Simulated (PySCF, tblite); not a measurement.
# C₂H₆B₂F₄Si: geometry, infrared bands and NMR shifts

What infrared bands and NMR shifts should C₂H₆B₂F₄Si (`FB(F)CC[SiH2]B(F)F`) show?

The runs use tblite 0.8.0 and PySCF 2.14.0, with density-fitted response routines of our own; the level of theory stands in each step. All values are computed, except where a source is named. Atoms count from 0, in the outputs and in this text.

### Step 1. Starting geometry

15 atoms, charge 0, multiplicity 1; geometry from: force field or distance geometry start.

Bonds of the start (Å): F0–B1 1.46, B1–F2 1.46, B1–C3 1.59, C3–C4 1.52, C4–Si5 1.88, Si5–B6 1.95, B6–F7 1.46, B6–F8 1.46, C3–H9 1.09, C3–H10 1.12, C4–H11 1.10, C4–H12 1.11, Si5–H13 1.47, Si5–H14 1.47.

### Step 2. Geometry optimisation with GFN2-xTB

The job: settings as JSON, then the geometry in Å.

```
{"job": {"kind": "relax", "xc": "GFN2-xTB", "basis": "xTB"}, "charge": 0, "multiplicity": 1}
F     -3.604800    -0.999300    -1.273500
B     -2.772300    -0.383300    -0.251200
F     -3.405700     0.756200     0.403600
C     -1.256300    -0.212100    -0.692700
C     -0.327900     0.164500     0.448500
Si     1.349300     0.286000    -0.383000
B      2.801200    -0.230100     0.812200
F      3.685500    -1.289500     0.328900
F      3.523700     0.884500     1.427200
H     -1.155700     0.559900    -1.462500
H     -0.842500    -1.164700    -1.117700
H     -0.559000     1.149300     0.889900
H     -0.338000    -0.569500     1.279100
H      1.367700    -0.602900    -1.553200
H      1.530500     1.658800    -0.888900
```

The run is started by

```sh
> OMP_NUM_THREADS=1 python probes_run.py task.json out
```

One launch serves the whole session: the jobs run in the order shown.

**Question.** This job is followed by: GFN2-xTB harmonic vibrations, gas phase; GIAO PBE0/pcSseg-1 NMR shielding, non-relativistic, gas phase. What will the session give for the following? strongest single infrared mode (GFN2-xTB); zero-point energy (GFN2-xTB); ¹³C shifts against TMS (PBE0/pcSseg-1); ¹H shifts against TMS (PBE0/pcSseg-1, means over atoms taken as alike); ¹⁹F shifts against CFCl3 (PBE0/pcSseg-1, means over atoms taken as alike); ¹¹B shifts against BF3·OEt2 (PBE0/pcSseg-1); ²⁹Si shifts against TMS (PBE0/pcSseg-1).

The runs gave:

| quantity | value |
| --- | --- |
| strongest single infrared mode (GFN2-xTB) | 2196 cm⁻¹, 405 km/mol |
| zero-point energy (GFN2-xTB) | 55.7 kcal/mol |
| ¹³C shifts against TMS (PBE0/pcSseg-1) | 13.4, 3.5 ppm |
| ¹H shifts against TMS (PBE0/pcSseg-1, means over atoms taken as alike) | 3.64, 1.12, 0.85 ppm |
| ¹⁹F shifts against CFCl3 (PBE0/pcSseg-1, means over atoms taken as alike) | -20.4, -69.0 ppm |
| ¹¹B shifts against BF3·OEt2 (PBE0/pcSseg-1) | 29.4, 28.4 ppm |
| ²⁹Si shifts against TMS (PBE0/pcSseg-1) | -76.4 ppm |

**Reading.** The optimisation took 134 steps and gained 2.152 eV; among the close pairs (by a distance rule), B6–F8 changed most, from 1.464 to 1.320 Å. The lowest mode is slightly imaginary (3i cm⁻¹), a soft motion within the noise of the Hessian, so the minimum is not strictly shown. The strongest single mode, at 2196 cm⁻¹, moves mainly H14. GFN2-xTB is a fitted tight-binding method: band positions and strengths are rough. Its intensities can rank the bands wrongly. At PBE0/pcSseg-1: Shielding is most anisotropic at F7, F8 (span 367 ppm, paramagnetic term -275 ppm).
